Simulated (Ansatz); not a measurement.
# CoH+ (quartet): wave-function methods side by side, def2-TZVPP

An exercise on one series of results from a longer session: the logs are not shown, and one member is left open.

The runs use Ansatz 0.2.0, Gaussian basis; def2-TZVPP, core rule «outside noble gas», up to 9 orbitals frozen.

The runs, in order: UHF; ROHF; CCSD(T) on UHF.

2 further runs of the same task are left out: 2 set aside as unsound or not needed.

**The system**

The geometry is a PBE0/def2-TZVP stationary point (not a proven minimum) of the parent state, kept for this charge and spin.

2 atoms, charge 1, spin multiplicity 4.

Atoms are counted from 1 here; the program's logs count them from 0.

Bond lengths: Co1–H2 1.524 Å.

Geometry (Å):

```
Co    0.0000    0.0000    0.0000
H     0.0000    0.0000    1.5242
```

The first run:

in.yaml

```yaml
crystal:
  periodic: [false, false, false]
  atoms:
    - {symbol: Co, position_ang: [0.000000, 0.000000, 0.000000]}
    - {symbol: H, position_ang: [0.000000, 0.000000, 1.524200]}
basis:
  gaussian: {orbitals: def2-TZVPP}
total_charge: 1
magnetization: {spin_polarized: true, initial_magnetization: 3}
hamiltonian: {xc: hf}
output: {orbitals: {seedname: orbitals}}
```

The run is started by

```sh
> ansatz run in.yaml --threads 1 --pin off --events-out ev --progress --plain --max-ram 4096MiB --backend cpu
```

Among the steps run: UHF; ROHF; CCSD(T) on UHF.

One table of the session follows, with a row left open; its other results are not shown here.

It belongs to the step «Misses and costs». 

```
  method  from UCCSD(T) (meV)
    ROHF                    ?
     UHF              +7015.5
    UMP2               +493.5
   UCCSD               +196.2
UCCSD(T)                    0
```

Q: Estimate the row for ROHF from the others.

As computed: from UCCSD(T) (meV): +7337.2. In the column «from UCCSD(T) (meV)» it is the highest.
